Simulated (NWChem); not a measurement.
# GaAsH6 (SMILES [GaH3-][AsH3+]) at 4 levels

Wanted: a comparison of 4 runs (HF/def2-SVP, M06-2X/STO-3G, PBE0/def2-SVP, SVWN5/def2-SVP) of GaAsH6. 

The results are computed with NWChem 7.3.0.

## Step 1: The structure to begin with

GaAsH6: 8 atoms, total charge 0, spin state singlet. SMILES: `[GaH3-][AsH3+]`. Geometry: relaxed at PBE0-D4/def2-TZVP.

Bond lengths: Ga1–As2 2.660 Å, Ga1–H3 1.574 Å, Ga1–H4 1.574 Å, Ga1–H5 1.574 Å, As2–H6 1.509 Å, As2–H7 1.509 Å, As2–H8 1.509 Å. Some angles: Ga1–As2–H6 120.3°, Ga1–As2–H7 120.4°, Ga1–As2–H8 120.3°, As2–Ga1–H3 96.1°, As2–Ga1–H4 96.0°, As2–Ga1–H5 96.1°, H6–As2–H7 96.8°, H6–As2–H8 96.8°, H7–As2–H8 96.8°, H3–Ga1–H4 118.9°.

## Step 2: Energy and forces at HF/def2-SVP (run 1)

Contents of m1.xyz:

```xyz
8
AsGaH6
Ga    -0.484000     0.147800    -1.471200
As     0.365000    -0.117600     1.036000
H      0.423200    -0.988100    -2.075500
H     -1.996500    -0.166900    -1.167600
H     -0.038000     1.648300    -1.639500
H      1.005200     1.046800     1.750900
H      1.421100    -1.139300     1.379400
H     -0.603800    -0.488100     2.131900
```

Contents of run.py:

```python
from ase.io import read
from ase.calculators.nwchem import NWChem

system = read('m1.xyz')

calc = NWChem(
    label='m1',
    theory='scf',
    memory='2200 mb',
    basis='def2-SVP',
    basispar='spherical bse',
    scf={'nopen': '0', 'rhf': None, 'thresh': '1e-08', 'maxiter': '80'},
)
system.calc = calc

forces = system.get_forces()
print("Total energy (eV):", round(system.get_potential_energy(), 6))
print("forces (eV/A):")
for s, f in zip(system.symbols, forces):
    print(f"{s:2s} {f[0]:10.5f} {f[1]:10.5f} {f[2]:10.5f}")
print("dipole (e A):", system.get_dipole_moment().round(4))
```

The run is started by

```bash
$ export ASE_NWCHEM_COMMAND="nwchem PREFIX.nwi > PREFIX.nwo"
$ python run.py
```

Log:

```text
Total energy (eV): -113209.513429
forces (eV/A):
Ga   -0.09708    0.03106   -0.28370
As    0.37168   -0.11765    1.09673
H     0.05482   -0.09035   -0.11740
H    -0.15031   -0.01928   -0.04073
H     0.01574    0.13401   -0.08058
H    -0.10176   -0.09410   -0.19078
H    -0.14120    0.10937   -0.15730
H     0.04813    0.04695   -0.22621
dipole (e A): [ 0.2538 -0.0794  0.7492]
```

The calculator wrote m1.nwi:

```
title "m1"

permanent_dir m1

scratch_dir m1

start m1

geometry units angstrom nocenter noautosym noautoz
  Ga -4.8399999999999999e-01 1.4779999999999999e-01 -1.4712000000000001e+00
  As 3.6499999999999999e-01 -1.1760000000000000e-01 1.0360000000000000e+00
  H  4.2320000000000002e-01 -9.8809999999999998e-01 -2.0754999999999999e+00
  H  -1.9964999999999999e+00 -1.6689999999999999e-01 -1.1676000000000000e+00
  H  -3.7999999999999999e-02 1.6483000000000001e+00 -1.6395000000000000e+00
  H  1.0052000000000001e+00 1.0468000000000000e+00 1.7508999999999999e+00
  H  1.4211000000000000e+00 -1.1393000000000000e+00 1.3794000000000000e+00
  H  -6.0380000000000000e-01 -4.8809999999999998e-01 2.1318999999999999e+00
end

memory 2200 mb

basis spherical bse noprint
   * library def2-SVP
end

scf
  nopen 0
  rhf
  thresh 1e-08
  maxiter 80
end

task scf gradient
```

m1.nwo:

```text
Northwest Computational Chemistry Package (NWChem) 7.3.0
             --------------------------------------------------------

           Job information
           ---------------

    nwchem branch   = 7.3.0
    use scalapack   = T
    input           = m1.nwi
    prefix          = m1.
    data base       = m1/m1.db
    status          = startup
    nproc           =        1

           Memory information
           ------------------

    heap     =     72089598 doubles =      550.0 Mbytes
    stack    =     72089595 doubles =      550.0 Mbytes
    global   =    144179200 doubles =     1100.0 Mbytes (distinct from heap & stack)
    total    =    288358393 doubles =     2200.0 Mbytes
    verify   = yes
    hardfail = no

[... 129 lines left out ...]
 Convergence threshold     :          1.000E-08
[... 12 lines left out ...]
       Final RHF  results
[... 3 lines left out ...]
      One-electron energy =  -6404.557643007813
[... 1 line left out ...]
 Nuclear repulsion energy =    301.580553296338
[... 53 lines left out ...]
                       ROHF Final Molecular Orbital Analysis
[... 250 lines left out ...]
                         RHF ENERGY GRADIENTS

    atom               coordinates                        gradient
                 x          y          z           x          y          z
   1 Ga     -0.914627   0.279302  -2.780165    0.001888  -0.000604   0.005517
   2 As      0.689750  -0.222232   1.957756   -0.007228   0.002288  -0.021328
   3 H       0.799732  -1.867238  -3.922126   -0.001066   0.001757   0.002283
[... 4 lines of this table left out ...]
   8 H      -1.141017  -0.922375   4.028707   -0.000936  -0.000913   0.004399

                 ----------------------------------------
                 |  Time  |  1-e(secs)   |  2-e(secs)   |
                 ----------------------------------------
                 |  CPU   |       0.01   |       3.71   |
                 ----------------------------------------
                 |  WALL  |       0.01   |       3.71   |
                 ----------------------------------------

 Task  times  cpu:       14.6s     wall:       14.6s
 Total times  cpu:       14.6s     wall:       14.6s
```

It took 16 s on 1 thread of AMD EPYC 9R45 (Zen 5), shared host; peak memory 0.1 GiB.

## Step 3: Energy and gradient at M06-2X/STO-3G (run 2)

Contents of input.xyz:

```xyz
8
AsGaH6 gradient
Ga    -0.484000     0.147800    -1.471200
As     0.365000    -0.117600     1.036000
H      0.423200    -0.988100    -2.075500
H     -1.996500    -0.166900    -1.167600
H     -0.038000     1.648300    -1.639500
H      1.005200     1.046800     1.750900
H      1.421100    -1.139300     1.379400
H     -0.603800    -0.488100     2.131900
```

Contents of run.py:

```python
from ase.io import read
from ase.calculators.nwchem import NWChem

molecule = read('input.xyz')

calc = NWChem(
    label='input',
    theory='dft',
    memory='2200 mb',
    basis='STO-3G',
    basispar='spherical bse',
    dft={'xc': 'm06-2x', 'mult': '1', 'grid': 'xfine', 'convergence': 'energy 1e-08', 'iterations': '100', 'mulliken': None},
)
molecule.calc = calc

forces = molecule.get_forces()
e = molecule.get_potential_energy()
print(f"E = {e:.6f} eV")
print("forces (eV/A):")
for s, f in zip(molecule.symbols, forces):
    print(f"{s:2s} {f[0]:10.5f} {f[1]:10.5f} {f[2]:10.5f}")
print("dipole (e A):", molecule.get_dipole_moment().round(4))
```

The run is started by

```bash
$ export ASE_NWCHEM_COMMAND="nwchem PREFIX.nwi > PREFIX.nwo"
$ python run.py
```

Log:

```text
E = -112010.620280 eV
forces (eV/A):
Ga   -0.08423    0.02391   -0.24066
As    0.09642   -0.02828    0.29521
H    -1.92961    2.50009    1.60925
H     3.45489    0.67342   -0.41631
H    -0.90277   -3.36552    0.63691
H    -0.49905   -0.82563   -0.62504
H    -0.79463    0.74372   -0.36103
H     0.65897    0.27830   -0.89834
dipole (e A): [ 0.4006 -0.1253  1.1828]
```

The calculator wrote input.nwi:

```
title "input"

permanent_dir input

scratch_dir input

start input

geometry units angstrom nocenter noautosym noautoz
  Ga -4.8399999999999999e-01 1.4779999999999999e-01 -1.4712000000000001e+00
  As 3.6499999999999999e-01 -1.1760000000000000e-01 1.0360000000000000e+00
  H  4.2320000000000002e-01 -9.8809999999999998e-01 -2.0754999999999999e+00
  H  -1.9964999999999999e+00 -1.6689999999999999e-01 -1.1676000000000000e+00
  H  -3.7999999999999999e-02 1.6483000000000001e+00 -1.6395000000000000e+00
  H  1.0052000000000001e+00 1.0468000000000000e+00 1.7508999999999999e+00
  H  1.4211000000000000e+00 -1.1393000000000000e+00 1.3794000000000000e+00
  H  -6.0380000000000000e-01 -4.8809999999999998e-01 2.1318999999999999e+00
end

memory 2200 mb

basis spherical bse noprint
   * library STO-3G
end

dft
  xc m06-2x
  mult 1
  grid xfine
  convergence energy 1e-08
  iterations 100
  mulliken
end

task dft gradient
```

input.nwo:

```text
Northwest Computational Chemistry Package (NWChem) 7.3.0
             --------------------------------------------------------

           Job information
           ---------------

    nwchem branch   = 7.3.0
    use scalapack   = T
    input           = input.nwi
    prefix          = input.
    data base       = input/input.db
    status          = startup
    nproc           =        1

           Memory information
           ------------------

    heap     =     72089598 doubles =      550.0 Mbytes
    stack    =     72089595 doubles =      550.0 Mbytes
    global   =    144179200 doubles =     1100.0 Mbytes (distinct from heap & stack)
    total    =    288358393 doubles =     2200.0 Mbytes
    verify   = yes
    hardfail = no

[... 100 lines left out ...]
  convergence criterion.
[... 38 lines left out ...]
          Spatial weights used:  Erf1
[... 85 lines left out ...]
         Total DFT energy =    -4116.314405293587
[... 3 lines left out ...]
 Nuclear repulsion energy =      301.580553296338
[... 389 lines left out ...]
          Convergence on gradient requested:  5.00D-04
[... 25 lines left out ...]
          total energy or number of iterations.
[... 26 lines left out ...]
                         DFT ENERGY GRADIENTS

    atom               coordinates                        gradient
                 x          y          z           x          y          z
   1 Ga     -0.914627   0.279302  -2.780165    0.001638  -0.000465   0.004680
   2 As      0.689750  -0.222232   1.957756   -0.001875   0.000550  -0.005741
   3 H       0.799732  -1.867238  -3.922126    0.037525  -0.048619  -0.031295
[... 4 lines of this table left out ...]
   8 H      -1.141017  -0.922375   4.028707   -0.012815  -0.005412   0.017470

                 ----------------------------------------
                 |  Time  |  1-e(secs)   |  2-e(secs)   |
                 ----------------------------------------
                 |  CPU   |       0.00   |       0.83   |
                 ----------------------------------------
                 |  WALL  |       0.00   |       0.83   |
                 ----------------------------------------

 Task  times  cpu:       14.4s     wall:       14.4s
 Total times  cpu:       14.4s     wall:       14.4s
```

Run time: 16 s. Hardware: 1 thread of AMD EPYC 9R45 (Zen 5), shared host; peak memory 0.14 GiB.

Run 3 isn't shown in full; the table further down has it.

## Step 4: Energy and gradient at SVWN5/def2-SVP (run 4)

Contents of asgah6.xyz:

```xyz
8

Ga    -0.484000     0.147800    -1.471200
As     0.365000    -0.117600     1.036000
H      0.423200    -0.988100    -2.075500
H     -1.996500    -0.166900    -1.167600
H     -0.038000     1.648300    -1.639500
H      1.005200     1.046800     1.750900
H      1.421100    -1.139300     1.379400
H     -0.603800    -0.488100     2.131900
```

Contents of asgah6.nw:

```
start asgah6
memory total 2200 mb

geometry noautosym nocenter noautoz
  load asgah6.xyz
end

basis spherical bse
  * library def2-SVP
end

dft
  xc slater vwn_5
  grid fine
  convergence energy 1e-08
  iterations 100
  mulliken
end

task dft gradient
```

The run is started by

```bash
$ nwchem asgah6.nw > asgah6.out
```

Log:

```text
[...]
          Wavefunction type:  closed shell.
          No. of atoms     :     8
          No. of electrons :    70
[...]
          Charge           :     0
          Spin multiplicity:     1
[...]
          AO basis - number of functions:    94
[...]
              XC Information
              --------------
                        Slater Exchange Functional  1.000 local
                      VWN V Correlation Functional  1.000 local
[...]
 d= 0,ls=0.0,diis     1  -4157.3548032807 -4.46D+03  1.14D-02  5.03D-01     1.4
[...]
 d= 0,ls=0.0,diis     8  -4157.4054564487 -5.41D-10  3.88D-06  3.83D-07     7.5
         Total DFT energy =    -4157.405456448721
      One electron energy =    -6401.850669313210
           Coulomb energy =     2096.659622153278
    Exchange-Corr. energy =     -153.794962585126
 Nuclear repulsion energy =      301.580553296339
[...]
      Total Density - Mulliken Population Analysis
     ---------------------------------------------
    Atom       Charge   Shell Charges
 -----------   ------   -------------------------------------------------------
    1 Ga  31    31.08   2.00  2.00  1.99  1.15  0.19  6.00  5.98  1.09  0.65  7.98  1.84  0.21
    2 As  33    32.92   2.00  2.00  1.99  1.44  0.22  6.00  5.97  1.72  1.52  8.10  1.81  0.17
    3 H    1     1.05   0.66  0.39  0.01
    4 H    1     1.05   0.66  0.39  0.01
    5 H    1     1.05   0.66  0.39  0.01
    6 H    1     0.95   0.67  0.26  0.01
    7 H    1     0.95   0.67  0.26  0.01
    8 H    1     0.95   0.67  0.26  0.01
[...]
  wavefunction    = closed shell
                         DFT ENERGY GRADIENTS
    atom               coordinates                        gradient
                 x          y          z           x          y          z
   1 Ga     -0.914627   0.279302  -2.780165   -0.001581   0.000483  -0.004730
   2 As      0.689750  -0.222232   1.957756    0.004765  -0.001465   0.014149
   3 H       0.799732  -1.867238  -3.922126    0.000111  -0.000236  -0.000496
   4 H      -3.772838  -0.315395  -2.206444   -0.000510  -0.000052  -0.000260
   5 H      -0.071810   3.114835  -3.098206   -0.000009   0.000424  -0.000382
   6 H       1.899553   1.978165   3.308721   -0.002049  -0.003221  -0.002759
   7 H       2.685490  -2.152965   2.606688   -0.003209   0.002933  -0.001693
   8 H      -1.141017  -0.922375   4.028707    0.002481   0.001135  -0.003830
[...]
```

Run time: 12 s. Hardware: 1 thread of AMD EPYC 9R45 (Zen 5), shared host; peak memory 0.12 GiB.

## Step 5: All runs side by side

```csv
run,level,iteration cap,module,energy (Eh),dipole moment (D),HOMO energy (eV),LUMO energy (eV),wall time
1,HF/def2-SVP,80,scf,-4160.372916,3.82,-10.92,2.86,16 s
2,M06-2X/STO-3G,100,dft,-4116.314405,6.03,-2.56,4.83,16 s
3,PBE0/def2-SVP,100,dft,-4163.237802,3.78,–,–,15 s
4,SVWN5/def2-SVP,100,dft,-4157.405456,3.82,-6.65,-1.21,12 s
```

## Step 6: What came out

| quantity | value |
| --- | --- |
| run 4: total energy | -4157.40546 Eh |
| run 4: dipole moment | 3.82 D |
| run 4: HOMO energy | -6.65 eV |
| run 4: LUMO energy | -1.21 eV |
| run 4: HOMO–LUMO gap | 5.44 eV |
| run 4: largest force on an atom | 0.771 eV/Å |

In words: The dipole moment (its size) runs from 3.78 D (PBE0/def2-SVP) to 6.03 D (M06-2X/STO-3G). The two ends differ in method and basis. Over runs 1, 2, 4 the HOMO–LUMO gap runs from 5.44 eV (SVWN5/def2-SVP) to 13.78 eV (HF/def2-SVP). Exact exchange widens orbital gaps. Totals of different functionals can't be ranked against each other. In run 2 the basis is minimal, so the values are rough. All runs together took 59 s, the longest 16 s.
